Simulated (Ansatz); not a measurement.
The system is TaV.

```xyz
2
Lattice="1.6067 -2.3078 0.0000 1.6067 2.3078 0.0000 0.0000 0.0000 4.3414" Properties=species:S:1:pos:R:3 pbc="T T T"
Ta    0.0000    0.0000    0.0000
V     1.6067    0.0000    2.1707
```

The cell comes from a database or a generator and needn't be the stable form of this composition.

* Program: Ansatz 0.2.0
* Task: relaxation of cell and atoms
* Functional: LDA
* Potentials or basis: all-electron LAPW, relativistic spinors
* Basis error allowed: 0.001 eV/atom
* k mesh: 7 × 7 × 5
* Occupations: fermi-dirac, width 0.05 eV
* Spin: non-collinear spin, ferromagnetic start, spin-orbit coupling
* Starting moments: [[0.0, 0.0, 0.0], [0.0, 0.0, 2.0]] μB

At the start: volume 16.10 Å³/atom.

Q: Where does the relaxation end?

A: Over 7 steps the energy falls by 47.3 meV/atom and the volume is 14.99 Å³/atom (-6.9 %); space group Cmmm (No. 65, to 0.05 Å); moment 0.00 μB per cell.

The path:
```
step  energy change (eV)  largest force (eV/Å)  volume (Å³)
   1              0.0000                0.0000        32.19
   2             -0.0090                0.0000        28.09
   3             -0.0934                0.0000        30.18
   4             -0.0944                0.0000        29.98
   5             -0.0945                0.0000        29.97
   6             -0.0946                0.0000        29.97
   7             -0.0946                0.0000        29.97
```

Final structure:
```yaml
crystal:
  lattice:
    - [1.56375, -2.26339, 0.00000]
    - [1.56375, 2.26339, 0.00000]
    - [0.00000, 0.00000, 4.23423]
  atoms:
    - { symbol: Ta, position: [0.00000, 0.00000, 0.00000] }
    - { symbol: V, position: [0.50000, 0.50000, 0.50000] }
```

Caveat: the k mesh is thin for a metal, which can move the energy by tens of meV per atom; the magnetic state may not be the lowest; the starting moments weren't kept.
